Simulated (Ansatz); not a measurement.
# Sc5W: the cost of one run

Program: Ansatz 0.2.0. Level of theory: DFT PBE, scalar-relativistic, plane waves, PAW. These are calculated values, not measurements.

2 further runs of the same task are left out: 2 that didn't finish.

**1. Starting point**

The structure is cubic, space group F-43m (No. 216). Conventional cell: a = 7.929 Å, b = 7.929 Å, c = 7.929 Å, α = 90.00°, β = 90.00°, γ = 90.00°. Sc (site symmetry 3m) has 1 W at 1.98 Å as nearest neighbours. Around Sc (site symmetry -43m) lie 12 Sc at 3.34 Å and 4 W at 3.43 Å. W (site symmetry -43m) is surrounded by 4 Sc at 1.98 Å.

Structure file:

```xyz
6
Lattice="0.0000 3.9643 3.9643 3.9643 0.0000 3.9643 3.9643 3.9643 0.0000" Properties=species:S:1:pos:R:3 pbc="T T T"
Sc    2.8218    2.8218    2.8218
Sc    5.1069    5.1069    2.8218
Sc    5.1069    2.8218    5.1069
Sc    2.8218    5.1069    5.1069
Sc    5.9465    5.9465    5.9465
W     3.9643    3.9643    3.9643
```

A structure generator made this guess: random cell by space group and Wyckoff sites (F-43m, No. 216). Its size is a rough estimate.

**2. Probe: one point on a coarse mesh**

input.yaml

```yaml
crystal:
  lattice:
    - [0.0, 3.9643148, 3.9643148]
    - [3.9643148, 0.0, 3.9643148]
    - [3.9643148, 3.9643148, 0.0]
  atoms:
    - { symbol: Sc, position: [0.35589614, 0.35589614, 0.35589614] }
    - { symbol: Sc, position: [0.35589614, 0.35589614, 0.93231159] }
    - { symbol: Sc, position: [0.35589614, 0.93231159, 0.35589614] }
    - { symbol: Sc, position: [0.93231159, 0.35589614, 0.35589614] }
    - { symbol: Sc, position: [0.75, 0.75, 0.75] }
    - { symbol: W, position: [0.5, 0.5, 0.5] }
basis:
  ecutwfc: 420
kpoints:
  mp_grid: { grid: [4, 4, 4] }
hamiltonian:
  xc: pbe
scf:
  occupations: { method: gaussian, width: 0.1 }
  lower_state_search: "off"
output:
  forces: true
  stress: true
  eigenvalues: true
```

The run is started by

```sh
ansatz run input.yaml --threads 1 --pin off --max-ram 2560MiB --backend cpu --events-out ev --progress --plain --runs-dir out
```

**Question.** How long does this run take on 1 thread of Arm Neoverse V2, shared host, and how much memory does it need?

About 3.5 s, with a peak of 0.34 GiB.
